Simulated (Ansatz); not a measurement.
Born–Oppenheimer molecular dynamics of a periodic cell of 15 atoms, Cu$_{7}$O$_{8}$ (host CuO, host structure C2/c, one Cu atom removed), cell charge -1. It starts from an unrelaxed structure (largest force component 0.92 eV/Å).

The calculation used Ansatz, DFT PBEsol, scalar-relativistic, plane waves, PAW. Settings: accuracy low, cutoff 420 eV, k mesh 2x2x2, fermi-dirac smearing 0.05 eV, no spin polarisation.

* ensemble: NVT, Nosé–Hoover chain
* time step: 1 fs
* steps asked: 130
* set temperature: 900 K
* thermostat: time constant 100 fs, chain length 3
* seed: 563397

First frame:

```xyz
15
Lattice="4.7667 -3.5465 0.0000 4.7667 3.5465 0.0000 -0.7774 0.0000 5.1632" Properties=species:S:1:pos:R:3
Cu 1.192 0.887 0.000
Cu 0.803 -0.887 2.582
O 2.189 -0.171 1.291
O 1.800 0.171 3.872
Cu 3.575 2.660 0.000
Cu 3.186 0.887 2.582
O 4.572 1.602 1.291
O 4.184 1.945 3.872
Cu 3.575 -0.887 0.000
Cu 3.186 -2.660 2.582
O 4.572 -1.945 1.291
O 4.184 -1.602 3.872
Cu 5.570 -0.887 2.582
O 6.956 -0.171 1.291
O 6.567 0.171 3.872
```

Problem. What does the run give?

Solution. The run went to its last step.

| Property | Result |
| --- | --- |
| steps done | 130 |
| time covered | 130 fs |
| mean temperature over the second half | 688 K |
| spread of the potential energy over the second half | 10.4 meV per atom |
| mean potential energy of the second half above the start | 49.7 meV per atom |

The conserved energy stayed within 0.081 meV per atom of its start (net change 0.045 meV per atom), so the integration is sound. The mean temperature of the second half is 24 % below the set value. A run of 0.13 ps of so small a system gives no equilibrium averages. Limits of this set-up: coarse k mesh, low accuracy level, charged cell in a uniform background, uncorrected.

Problem. What happens to the structure?

Solution. Mean squared displacements from the first frame to the last, about the centre of mass: Cu 0.03 Å², O 0.04 Å². Another seed would give other details.

Problem. How do temperature and energy run in time?

Solution. 
```json
{"time (fs)": "0.0", "T (K)": "900", "potential energy less start (eV)": "0.000", "conserved less start (meV/atom)": "0.00"}
{"time (fs)": "6.0", "T (K)": "847", "potential energy less start (eV)": "0.097", "conserved less start (meV/atom)": "0.01"}
{"time (fs)": "12.0", "T (K)": "661", "potential energy less start (eV)": "0.435", "conserved less start (meV/atom)": "0.03"}
{"time (fs)": "18.0", "T (K)": "468", "potential energy less start (eV)": "0.786", "conserved less start (meV/atom)": "0.06"}
{"time (fs)": "24.0", "T (K)": "407", "potential energy less start (eV)": "0.900", "conserved less start (meV/atom)": "0.06"}
{"time (fs)": "30.0", "T (K)": "472", "potential energy less start (eV)": "0.790", "conserved less start (meV/atom)": "0.03"}
{"time (fs)": "36.0", "T (K)": "573", "potential energy less start (eV)": "0.620", "conserved less start (meV/atom)": "0.02"}
{"time (fs)": "42.0", "T (K)": "646", "potential energy less start (eV)": "0.506", "conserved less start (meV/atom)": "0.02"}
{"time (fs)": "48.0", "T (K)": "660", "potential energy less start (eV)": "0.503", "conserved less start (meV/atom)": "0.02"}
{"time (fs)": "54.0", "T (K)": "626", "potential energy less start (eV)": "0.590", "conserved less start (meV/atom)": "0.03"}
{"time (fs)": "60.0", "T (K)": "571", "potential energy less start (eV)": "0.715", "conserved less start (meV/atom)": "0.03"}
{"time (fs)": "66.0", "T (K)": "505", "potential energy less start (eV)": "0.861", "conserved less start (meV/atom)": "0.04"}
{"time (fs)": "72.0", "T (K)": "467", "potential energy less start (eV)": "0.956", "conserved less start (meV/atom)": "0.06"}
{"time (fs)": "78.0", "T (K)": "533", "potential energy less start (eV)": "0.868", "conserved less start (meV/atom)": "0.06"}
{"time (fs)": "84.0", "T (K)": "674", "potential energy less start (eV)": "0.653", "conserved less start (meV/atom)": "0.03"}
{"time (fs)": "90.0", "T (K)": "751", "potential energy less start (eV)": "0.564", "conserved less start (meV/atom)": "0.01"}
{"time (fs)": "96.0", "T (K)": "687", "potential energy less start (eV)": "0.730", "conserved less start (meV/atom)": "0.04"}
{"time (fs)": "102.0", "T (K)": "600", "potential energy less start (eV)": "0.935", "conserved less start (meV/atom)": "0.08"}
{"time (fs)": "108.0", "T (K)": "640", "potential energy less start (eV)": "0.904", "conserved less start (meV/atom)": "0.07"}
{"time (fs)": "114.0", "T (K)": "779", "potential energy less start (eV)": "0.702", "conserved less start (meV/atom)": "0.04"}
{"time (fs)": "120.0", "T (K)": "897", "potential energy less start (eV)": "0.545", "conserved less start (meV/atom)": "0.04"}
{"time (fs)": "126.0", "T (K)": "938", "potential energy less start (eV)": "0.527", "conserved less start (meV/atom)": "0.04"}
```

The run took 12 min on 1 thread of Arm Neoverse V2, on a shared host, peak memory 0.66 GiB.
